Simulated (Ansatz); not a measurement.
# Ta: a strain scan

The task, for Ta: see how energy and stress answer to the strain pattern (1, 0, 0, 0, 0, 0).

Computed with Ansatz 0.2.0 (DFT PBEsol, scalar-relativistic, plane waves, PAW, unless a step's input says otherwise).

## Step 1: The system as given

It takes space group Im-3m (No. 229, cubic). Conventional cell: a = 3.303 Å, b = 3.303 Å, c = 3.303 Å, α = 90.00°, β = 90.00°, γ = 90.00°. Around Ta (site symmetry m-3m) lie 8 Ta at 2.86 Å.

Structure file:

```xyz
1
Lattice="-1.6513 1.6513 1.6513 1.6513 -1.6513 1.6513 1.6513 1.6513 -1.6513" Properties=species:S:1:pos:R:3 pbc="T T T"
Ta    0.0000    0.0000    0.0000
```

The cell is taken as given, not relaxed at this level.

## Step 2: The undisturbed cell

Input file input.yaml:

```yaml
crystal:
  lattice:
    - [-1.65128, 1.65128, 1.65128]
    - [1.65128, -1.65128, 1.65128]
    - [1.65128, 1.65128, -1.65128]
  atoms:
    - { symbol: Ta, position: [0.0, 0.0, 0.0] }
basis:
  ecutwfc: 420
kpoints:
  mp_grid: { grid: [20, 20, 20] }
hamiltonian:
  xc: pbesol
scf:
  occupations: { method: gaussian, width: 0.15 }
output:
  forces: true
  stress: true
  eigenvalues: true
```

## Step 3: The scan: a strain scan

The cell is strained by ε times the Voigt pattern (1, 0, 0, 0, 0, 0) (xx, yy, zz, yz, xz, xy; engineering shear), with fractional coordinates fixed (clamped ions). The stress on the pattern is the sum of the stress components weighted by it, tension positive.

## Step 4: At ε = -0.0600

input.yaml, as its differences from that of step 2:

```diff
@@ -2,5 +2,5 @@
   lattice:
-    - [-1.65128, 1.65128, 1.65128]
-    - [1.65128, -1.65128, 1.65128]
-    - [1.65128, 1.65128, -1.65128]
+    - [-1.5522032, 1.65128, 1.65128]
+    - [1.5522032, -1.65128, 1.65128]
+    - [1.5522032, 1.65128, -1.65128]
   atoms:
```

## Step 5: At ε = 0.0450

input.yaml, as its differences from that of step 4:

```diff
@@ -2,5 +2,5 @@
   lattice:
-    - [-1.5522032, 1.65128, 1.65128]
-    - [1.5522032, -1.65128, 1.65128]
-    - [1.5522032, 1.65128, -1.65128]
+    - [-1.7255876, 1.65128, 1.65128]
+    - [1.7255876, -1.65128, 1.65128]
+    - [1.7255876, 1.65128, -1.65128]
   atoms:
```

## Step 6: At ε = -0.0300

input.yaml, as its differences from that of step 5:

```diff
@@ -2,5 +2,5 @@
   lattice:
-    - [-1.7255876, 1.65128, 1.65128]
-    - [1.7255876, -1.65128, 1.65128]
-    - [1.7255876, 1.65128, -1.65128]
+    - [-1.6017416, 1.65128, 1.65128]
+    - [1.6017416, -1.65128, 1.65128]
+    - [1.6017416, 1.65128, -1.65128]
   atoms:
```

## Step 7: At ε = 0.0150

input.yaml, as its differences from that of step 6:

```diff
@@ -2,5 +2,5 @@
   lattice:
-    - [-1.6017416, 1.65128, 1.65128]
-    - [1.6017416, -1.65128, 1.65128]
-    - [1.6017416, 1.65128, -1.65128]
+    - [-1.6760492, 1.65128, 1.65128]
+    - [1.6760492, -1.65128, 1.65128]
+    - [1.6760492, 1.65128, -1.65128]
   atoms:
```

## Step 8: Point ε = 0.0600

input.yaml, as its differences from that of step 7:

```diff
@@ -2,5 +2,5 @@
   lattice:
-    - [-1.6760492, 1.65128, 1.65128]
-    - [1.6760492, -1.65128, 1.65128]
-    - [1.6760492, 1.65128, -1.65128]
+    - [-1.7503568, 1.65128, 1.65128]
+    - [1.7503568, -1.65128, 1.65128]
+    - [1.7503568, 1.65128, -1.65128]
   atoms:
```

## Step 9: ε = -0.0450

input.yaml, as its differences from that of step 8:

```diff
@@ -2,5 +2,5 @@
   lattice:
-    - [-1.7503568, 1.65128, 1.65128]
-    - [1.7503568, -1.65128, 1.65128]
-    - [1.7503568, 1.65128, -1.65128]
+    - [-1.5769724, 1.65128, 1.65128]
+    - [1.5769724, -1.65128, 1.65128]
+    - [1.5769724, 1.65128, -1.65128]
   atoms:
```

## Step 10: Point ε = 0.0300

input.yaml, as its differences from that of step 9:

```diff
@@ -2,5 +2,5 @@
   lattice:
-    - [-1.5769724, 1.65128, 1.65128]
-    - [1.5769724, -1.65128, 1.65128]
-    - [1.5769724, 1.65128, -1.65128]
+    - [-1.7008184, 1.65128, 1.65128]
+    - [1.7008184, -1.65128, 1.65128]
+    - [1.7008184, 1.65128, -1.65128]
   atoms:
```

## Step 11: Point ε = -0.0150

input.yaml, as its differences from that of step 10:

```diff
@@ -2,5 +2,5 @@
   lattice:
-    - [-1.7008184, 1.65128, 1.65128]
-    - [1.7008184, -1.65128, 1.65128]
-    - [1.7008184, 1.65128, -1.65128]
+    - [-1.6265108, 1.65128, 1.65128]
+    - [1.6265108, -1.65128, 1.65128]
+    - [1.6265108, 1.65128, -1.65128]
   atoms:
```

## Step 12: Point ε = 0.0525

input.yaml, as its differences from that of step 11:

```diff
@@ -2,5 +2,5 @@
   lattice:
-    - [-1.6265108, 1.65128, 1.65128]
-    - [1.6265108, -1.65128, 1.65128]
-    - [1.6265108, 1.65128, -1.65128]
+    - [-1.7379722, 1.65128, 1.65128]
+    - [1.7379722, -1.65128, 1.65128]
+    - [1.7379722, 1.65128, -1.65128]
   atoms:
```

(Steps that only read results are left out.)

What does the calculation give? Wanted: slope of the stress at ε = 0, over ±0.0150.

**Answer**, as computed:

| quantity | value |
| --- | --- |
| slope of the stress at ε = 0, over ±0.0150 | 277 GPa |

From the stress slope, C11 is about 277 GPa with the ions clamped. The reference stands under -3.8 GPa, so this is no zero-stress constant. The energy drops below the reference, by 2.8 meV/atom at ε = -0.0150; the cell was taken as given and not relaxed at this level. The runs treat Ta without spin-orbit coupling.
